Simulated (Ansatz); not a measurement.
# BH6NOSn: the cost of one run

All numbers are computed with Ansatz 0.2.0, driven from Python. Level of theory: PBE0+D3(BJ)/def2-SVP.

### 1 The structure

Bond lengths: N1–B2 1.494 Å, B2–O3 1.474 Å, O3–Sn4 2.069 Å, N1–H5 1.108 Å, N1–H6 1.007 Å, B2–H7 1.183 Å, Sn4–H8 1.754 Å, Sn4–H9 1.688 Å, Sn4–H10 1.755 Å. Angles: N1–B2–O3 120.2°, N1–B2–H7 119.0°, O3–B2–H7 120.8°, B2–N1–H5 105.7°, B2–N1–H6 112.7°, H5–N1–H6 104.4°, B2–O3–Sn4 102.1°, O3–Sn4–H8 106.5°, O3–Sn4–H9 109.2°, O3–Sn4–H10 107.8°, H8–Sn4–H9 111.5°, H8–Sn4–H10 109.7°, H9–Sn4–H10 112.0°.

No structure file is read: the coordinates are typed or built in the script.

### 2 The code

run_opt.py

```python
'''Relax the BH6NOSn molecule.'''

import ansatz as az
import numpy as np

geometry_ang = [
    ('N', [-0.3365, 1.9388, 0.2279]),
    ('B', [-0.7808, 0.611, 0.7492]),
    ('O', [-1.1509, -0.4661, -0.1861]),
    ('Sn', [0.6449, -1.4637, -0.4338]),
    ('H', [-1.1581, 2.2958, -0.4248]),
    ('H', [0.4585, 1.868, -0.3867]),
    ('H', [-0.8419, 0.4457, 1.9195]),
    ('H', [0.3068, -2.8495, -1.4541]),
    ('H', [1.7618, -0.4238, -1.1548]),
    ('H', [1.1793, -2.0073, 1.1466]),
]
molecule = az.Crystal.molecule()
for symbol, xyz in geometry_ang:
    molecule = molecule.atom(symbol, xyz)

base = (
    molecule.calculation()
    .basis(gaussian='def2-SVP')
    .functional('pbe0', dispersion='d3bj')
)
symbols = [site.symbol for site in molecule.cartesian_sites]
start = np.array([site.position_ang for site in molecule.cartesian_sites], dtype=float)
rep = base.relax(force_tolerance=0.02).run(threads=1, backend='cpu').report
end = np.array(rep['positions_ang'])

print('reference energy %16.6f eV' % rep['reference_energy_ev'])
print('total energy     %16.6f eV' % rep['free_energy_ev'])
print('occupied (up, down):', rep['n_occupied'], ' virtual:', rep['n_virtual'], ' frozen:', rep['n_frozen'])

print('final positions (A) and the move of each atom')
for symbol, xyz, old in zip(symbols, end, start):
    print(f'{symbol:2s} {xyz[0]:10.5f} {xyz[1]:10.5f} {xyz[2]:10.5f}   {np.linalg.norm(xyz - old):7.4f}')
with open('bh6nosn_opt.xyz', 'w') as handle:
    handle.write(f'{len(symbols)}\nrelaxed BH6NOSn\n')
    handle.writelines(f'{s:2s} {x:11.6f} {y:11.6f} {z:11.6f}\n' for s, (x, y, z) in zip(symbols, end))
```

### 3 The input behind the calls

The engine receives this input:

```yaml
crystal:
  periodic: [false, false, false]
  atoms:
    - { symbol: "N", position_ang: [-0.3365, 1.9388, 0.2279] }
    - { symbol: B, position_ang: [-0.7808, 0.611, 0.7492] }
    - { symbol: O, position_ang: [-1.1509, -0.4661, -0.1861] }
    - { symbol: Sn, position_ang: [0.6449, -1.4637, -0.4338] }
    - { symbol: H, position_ang: [-1.1581, 2.2958, -0.4248] }
    - { symbol: H, position_ang: [0.4585, 1.868, -0.3867] }
    - { symbol: H, position_ang: [-0.8419, 0.4457, 1.9195] }
    - { symbol: H, position_ang: [0.3068, -2.8495, -1.4541] }
    - { symbol: H, position_ang: [1.7618, -0.4238, -1.1548] }
    - { symbol: H, position_ang: [1.1793, -2.0073, 1.1466] }
basis:
  gaussian:
    orbitals: def2-SVP
hamiltonian:
  xc: pbe0
  dispersion: d3bj
relax:
  f_tol: 0.02
```

### 4 The run

On the command line:

```sh
$ python run_opt.py
```

What time and memory should one allow on 1 thread of Intel Xeon 6975P-C (Granite Rapids), shared host?

About 71 s, with a peak of 0.29 GiB.
